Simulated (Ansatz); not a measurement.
Crystal: LiY3.

```
Y Li
1.0
    -2.36719    2.36719    5.32664
     2.36719   -2.36719    5.32664
     2.36719    2.36719   -5.32664
Y Li
3 1
Direct
  0.50000 0.50000 0.00000
  0.25000 0.75000 0.50000
  0.75000 0.25000 0.50000
  0.00000 0.00000 0.00000
```

The cell comes from a database or a generator and needn't be the stable form of this composition.

Base run:

* Program: Ansatz 0.2.0
* Functional: PBE
* Potentials or basis: Ansatz PAW
* Cutoff: 420 eV (not typed: the program's choice for these potentials)
* k mesh: 6 × 6 × 6
* Occupations: fermi-dirac, width 0.05 eV
* Spin: no spin polarisation
* Hubbard terms: Y d U = 5 eV

Its results: band gap on the k mesh none (metal or under the smearing width); pressure 7.5 GPa.

Question: The run is repeated on the same cell with these changes: hubbard terms from Y d U = 5 eV to Y d U = 6 eV. What comes out?

Answer: Band gap on the k mesh none (metal or under the smearing width); pressure 9.2 GPa.

Caveats: U without spin polarisation on a metal has little footing; the U is typed as a test and isn't derived for this compound.
